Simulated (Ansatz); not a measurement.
I need a band structure of SrLiH₃, space group Pm-3m. Use Ansatz 0.2.0, Python API. Settings: PBE, PAW, the default cutoff (420 eV here), 5×5×5 k-points, fixed occupations.

```
Li Sr H
1.0
     4.63079    0.00000    0.00000
     0.00000    4.63079    0.00000
     0.00000    0.00000    4.63079
Li Sr H
1 1 3
Direct
  0.00000 0.00000 0.00000
  0.50000 0.50000 0.50000
  0.00000 0.50000 0.50000
  0.50000 0.00000 0.50000
  0.50000 0.50000 0.00000
```

Script `bands_srlih3.py`:
```python
# -*- coding: utf-8 -*-
"""Bands of SrLiH3 along a path through the zone."""

import ansatz as az
from ase import Atoms
import numpy as np


def main():
    atoms = Atoms(
        ["Li", "Sr", "H", "H", "H"],
        scaled_positions=[
            (0.0, 0.0, 0.0),
            (0.5, 0.5, 0.5),
            (0.0, 0.5, 0.5),
            (0.5, 0.0, 0.5),
            (0.5, 0.5, 0.0),
        ],
        cell=[
            (4.63079, 0.0, 0.0),
            (0.0, 4.63079, 0.0),
            (0.0, 0.0, 4.63079),
        ],
        pbc=True,
    )
    structure = az.Crystal.from_ase(atoms)

    # vertices of the path, as fractions of the reciprocal vectors
    path = [
        ("G", (0.0, 0.0, 0.0)),
        ("X", (0.0, 0.5, 0.0)),
        ("M", (0.5, 0.5, 0.0)),
        ("G", (0.0, 0.0, 0.0)),
        ("R", (0.5, 0.5, 0.5)),
    ]
    calculation = (
        structure.calculation()
        .functional(az.Functional.PBE)
        .accuracy("medium")
        .kpoints(5, center="monkhorst-pack")
        .occupations("Fixed")
        .eigensolver("davidson")
        .scf(tolerance=1e-09, extra_bands=2)
        .band_structure([point for _, point in path], intervals=8)
        .scf(extra_bands=8)
    )
    done = calculation.run()
    rep = done.report

    for key in ("converged", "n_iterations", "n_electrons", "n_kpoints", "n_pw", "n_symmetry_ops", "free_energy_ev", "fermi_energy_ev"):
        print(f"{key:18s} {rep[key]}")

    bands = done.band_structure()
    fermi = bands.fermi_energy_ev
    print(f"zero of the bands: {fermi:.3f} eV, the Fermi level found on the SCF mesh")
    levels = bands.channels[0].eigenvalues_ev - fermi
    filled = round(rep["n_electrons"]) // 2
    valence, conduction = levels[:, filled - 1], levels[:, filled]
    print("k (fractions)              top valence  bottom conduction (eV)")
    for k, lo, hi in zip(bands.kpoints_frac, valence, conduction):
        print(f"{k[0]:7.3f} {k[1]:7.3f} {k[2]:7.3f} {lo:12.3f} {hi:13.3f}")
    print(f"on this path: least direct gap {np.min(conduction - valence):.3f} eV, least gap {conduction.min() - valence.max():.3f} eV")


if __name__ == "__main__":
    main()
```

```console
$ python bands_srlih3.py
DeckWarning: basis.ecutwfc = 420 eV, auto-derived from the records' recommended cutoffs: set by Li (normal level)
converged          True
n_iterations       8
n_electrons        16.0
n_kpoints          10
n_pw               1935
n_symmetry_ops     48
free_energy_ev     -3796.690065023013
fermi_energy_ev    0.46728972604785307
zero of the bands: 0.467 eV, the Fermi level found on the SCF mesh
k (fractions)              top valence  bottom conduction (eV)
  0.000   0.000   0.000       -0.785         5.314
  0.000   0.062   0.000       -0.775         4.961
  0.000   0.125   0.000       -0.747         4.609
  0.000   0.188   0.000       -0.712         4.308
  0.000   0.250   0.000       -0.682         4.090
  0.000   0.312   0.000       -0.671         3.973
  0.000   0.375   0.000       -0.672         3.953
  0.000   0.438   0.000       -0.657         3.991
  0.000   0.500   0.000       -0.651         4.016
  0.062   0.500   0.000       -0.639         3.872
  0.125   0.500   0.000       -0.601         3.549
  0.188   0.500   0.000       -0.544         3.171
  0.250   0.500   0.000       -0.474         2.799
  0.312   0.500   0.000       -0.401         2.467
  0.375   0.500   0.000       -0.337         2.201
  0.438   0.500   0.000       -0.295         2.027
  0.500   0.500   0.000       -0.280         1.966
  0.438   0.438   0.000       -0.301         2.084
  0.375   0.375   0.000       -0.358         2.383
  0.312   0.312   0.000       -0.443         2.780
  0.250   0.250   0.000       -0.541         3.230
  0.188   0.188   0.000       -0.636         3.722
  0.125   0.125   0.000       -0.715         4.247
  0.062   0.062   0.000       -0.767         4.793
  0.000   0.000   0.000       -0.785         5.314
  0.062   0.062   0.062       -0.762         4.669
  0.125   0.125   0.125       -0.693         4.040
  0.188   0.188   0.188       -0.578         3.519
  0.250   0.250   0.250       -0.425         3.128
  0.312   0.312   0.312       -0.246         2.867
  0.375   0.375   0.375       -0.065         2.712
  0.438   0.438   0.438        0.078         2.628
  0.500   0.500   0.500        0.134         2.597
on this path: least direct gap 2.246 eV, least gap 1.831 eV
```
(Warnings from the package without file and line.)

These settings explore the input space; cutoff and mesh may be short of convergence. Along an axis with an odd division the mesh misses the point at one half; a gap read on a finite mesh is an upper bound on this functional's gap. Semilocal gaps usually lie well under measured ones. The Fermi level of a run with fixed occupations marks the highest occupied state on its mesh, not mid-gap. The zero of the levels is a convention of the potentials, so an absolute Fermi energy is no work function. The structure comes from a database of computed cells and needn't be a stable or known phase. Gaps and levels are Kohn-Sham values on a finite set of k-points, without spin-orbit coupling. Timing: 2.9 s on 1 thread of Intel(R) Xeon(R) Platinum 8375C CPU @ 2.90GHz (Ice Lake) (shared host), peak memory 0.37 GiB.

(A comment or docstring line of the script was reworded after the run, the code is as it ran; lines on the test bed's own set-up are left out of the output.)
